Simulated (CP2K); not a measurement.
Cd3Se under changes of volume

One of the cells (25.356 Å³/atom); the others are scaled copies at fixed shape and fractional positions:

```
Cd Se
1.0
     6.73673    0.00000    0.00000
     4.26343    5.21600    0.00000
    -5.50008   -2.60800    2.88634
Cd Se
3 1
Cartesian
  5.5001 2.6080 0.0000
  2.1317 2.6080 1.4432
  3.3684 0.0000 1.4432
  0.0000 0.0000 0.0000
```

The cell comes from a database or a generator and needn't be the stable form of this composition.

```yaml
Program: CP2K 2026.2
Functional: PBE
Potentials_or_basis: POTENTIAL_UZH Cd GTH-PBE-q12, Se GTH-PBE-q6; TZVP-MOLOPT-PBE-GTH basis
Density_cutoff: 6123 eV
k_mesh: 9 × 9 × 9
Occupations: fermi-dirac, width 0.05 eV
Spin: no spin polarisation
```

```tsv
volume (Å³/atom)	energy over the lowest point (meV/atom)	pressure (GPa)
23.834	10.10	2.6
24.341	3.70	1.5
24.849	0.46	0.6
25.356	0.00	-0.2
25.863	1.97	-1.0
26.370	6.08	-1.6
26.877	?	?
```

Task: What does the run at 26.877 Å³/atom give?

Result: Energy over the lowest point 12.08 meV/atom; pressure -2.2 GPa.

Worked out: A Birch-Murnaghan fit of order 3 (a polynomial in V^(-2/3)) to the other rows has its minimum at 25.19 Å³/atom with B0 = V·E''(V) = 40 GPa and B' = 5.5 at fixed shape and positions, which overstates the stiffness. It gives 12.06 meV/atom at 26.877 Å³/atom, against the run's 12.08, and -dE/dV = -2.2 GPa, against -2.2.

Energies are extrapolated to zero smearing.

Caveats: the basis of atomic orbitals isn't converged, which shifts pressures, moduli and gaps.
